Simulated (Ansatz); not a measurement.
# CH6AlFSi (SMILES C[SiH2][AlH][F]) at HF/6-31G(d) (spherical functions)

What is the vertical singlet–triplet gap of CH6AlFSi at HF/6-31G* (spherical functions)? 

The calculation is run with Ansatz 0.2.0.

128 further runs of the same task are left out: 128 set aside as unsound or not needed.

### Step 1. The structure to begin with

CH6AlFSi has 10 atoms, charge 0, and is taken as a singlet. As SMILES, `C[SiH2][AlH][F]`. Geometry: relaxed at PBE0-D4/def2-TZVP. This is one conformer, not always the lowest.

Bond lengths: C1–Si2 1.882 Å, Si2–Al3 2.453 Å, Al3–F4 1.655 Å, C1–H5 1.092 Å, C1–H6 1.092 Å, C1–H7 1.092 Å, Si2–H8 1.493 Å, Si2–H9 1.493 Å, Al3–H10 1.586 Å. Some angles: C1–Si2–Al3 113.1°, Si2–Al3–F4 117.3°, C1–Si2–H8 109.7°, C1–Si2–H9 109.6°, Al3–Si2–H8 109.0°, Al3–Si2–H9 108.9°, Si2–C1–H5 110.6°, Si2–C1–H6 111.0°, Si2–C1–H7 111.0°, Si2–Al3–H10 127.4°.

### Step 2. The energy at HF/6-31G(d) (spherical functions)

Input file job.yaml:

```yaml
basis:
  gaussian:
    orbitals: 6-31G_st_-spherical.json
crystal:
  periodic: [false, false, false]
  atoms:
    - symbol: C
      position_ang: [0.209300, 1.522100, -0.549700]
    - symbol: Si
      position_ang: [-0.487300, 0.185700, 0.578100]
    - symbol: Al
      position_ang: [0.320500, -2.061900, 0.018500]
    - symbol: F
      position_ang: [-0.271300, -3.324400, 0.910100]
    - symbol: H
      position_ang: [-0.171000, 2.504900, -0.262800]
    - symbol: H
      position_ang: [-0.069900, 1.340800, -1.589900]
    - symbol: H
      position_ang: [1.299800, 1.551100, -0.495300]
    - symbol: H
      position_ang: [-1.978700, 0.198000, 0.509600]
    - symbol: H
      position_ang: [-0.129200, 0.490400, 1.995500]
    - symbol: H
      position_ang: [1.361100, -2.457900, -1.111000]
output: {orbitals: {seedname: orbitals}}
accuracy: high
hamiltonian:
  xc: hf
```

The basis set 6-31G* is read from a file made from the Basis Set Exchange's data (not shown).

The run is started by

```sh
ansatz run job.yaml --threads 1 --pin off --max-ram 3480MiB --events-out events.jsonl --progress --plain --runs-dir runs
```

The log of the run:

```text
Warning: RAYON_NUM_THREADS=1 ignored (pool sized by the plan → 1); use --threads N
Functional definition: HF
  name "HF"
  exchange = exact_x
  correlation = 0
1733 factors; integrals over basis functions are off by at most 7.2e-9 eV
mean field evaluation 1: about -18274.6803 eV, gradient 3.4e1 eV
mean field evaluation 2: about -18274.7738 eV, gradient 3.4e1 eV
mean field evaluation 4: about -18277.5095 eV, gradient 2.7e0 eV
mean field evaluation 8: about -18277.5487 eV, gradient 1.7e-1 eV
mean field evaluation 16: about -18277.5489 eV, gradient 2.7e-8 eV
mean field -18277.54885451 eV, -671.6875314356 hartree, gradient 2.7e-8 eV, S^2 0.000000; 0 other end points of the search recorded, 0 dependent functions left out
reference -18277.54885451 eV, -671.6875314356 hartree; 24, 24 occupied and 52, 52 virtual orbitals, 1733 factors
Total energy: -18277.54885451 eV, -671.6875314356 hartree
```

Wall time 2.3 s (1 thread of Arm Neoverse V1, shared host); peak memory 0.19 GiB.

### Step 3. The triplet, same level

Input file run.yaml:

```yaml
crystal:
  periodic: [false, false, false]
  atoms:
    - {symbol: C, position_ang: [0.209300, 1.522100, -0.549700]}
    - {symbol: Si, position_ang: [-0.487300, 0.185700, 0.578100]}
    - {symbol: Al, position_ang: [0.320500, -2.061900, 0.018500]}
    - {symbol: F, position_ang: [-0.271300, -3.324400, 0.910100]}
    - {symbol: H, position_ang: [-0.171000, 2.504900, -0.262800]}
    - {symbol: H, position_ang: [-0.069900, 1.340800, -1.589900]}
    - {symbol: H, position_ang: [1.299800, 1.551100, -0.495300]}
    - {symbol: H, position_ang: [-1.978700, 0.198000, 0.509600]}
    - {symbol: H, position_ang: [-0.129200, 0.490400, 1.995500]}
    - {symbol: H, position_ang: [1.361100, -2.457900, -1.111000]}
basis:
  gaussian:
    orbitals: 6-31G_st_-spherical.json
magnetization:
  spin_polarized: true
  initial_magnetization: 2
hamiltonian:
  xc: hf
accuracy: high
output:
  orbitals: {seedname: orbitals}
```

The basis set 6-31G* is read from a file made from the Basis Set Exchange's data (not shown).

The run is started by

```sh
ansatz run run.yaml --threads 1 --pin off --max-ram 3480MiB --events-out events.jsonl --progress --plain --runs-dir runs
```

The log of the run:

```text
Warning: RAYON_NUM_THREADS=1 ignored (pool sized by the plan → 1); use --threads N
[... 4 set-up lines as earlier in the session ...]
1732 factors; integrals over basis functions are off by at most 7.2e-9 eV
mean field evaluation 1: about -18269.9719 eV, gradient 2.4e1 eV
mean field evaluation 2: about -18269.9865 eV, gradient 2.4e1 eV
mean field evaluation 4: about -18273.2093 eV, gradient 2.7e0 eV
mean field evaluation 8: about -18273.3935 eV, gradient 2.5e-1 eV
mean field evaluation 16: about -18272.3776 eV, gradient 4.1e0 eV
mean field evaluation 32: about -18272.3589 eV, gradient 4.2e0 eV
mean field -18273.39723679 eV, -671.5349622987 hartree, gradient 8.0e-8 eV, S^2 2.005069; 0 other end points of the search recorded, 0 dependent functions left out
reference -18273.39723679 eV, -671.5349622987 hartree; 25, 23 occupied and 51, 53 virtual orbitals, 1732 factors
Total energy: -18273.39723679 eV, -671.5349622987 hartree
```

Run time: 4.8 s. Hardware: 1 thread of Arm Neoverse V1, shared host; peak memory 0.26 GiB.

### Step 4. Results

At HF/6-31G* (spherical functions):

```
                                        quantity          value
                           singlet: total energy  -671.68753 Eh
                            singlet: HOMO energy      -10.08 eV
                            singlet: LUMO energy        1.22 eV
                          singlet: HOMO–LUMO gap       11.30 eV
                           triplet: total energy  -671.53496 Eh
     triplet: HOMO energy (highest over α and β)       -5.51 eV
      triplet: LUMO energy (lowest over α and β)       -2.00 eV
                                   triplet: ⟨S²⟩          2.005
vertical energy of the triplet above the singlet       4.152 eV
```

In words: At this shape the triplet lies 4.15 eV (401 kJ/mol) above the singlet.
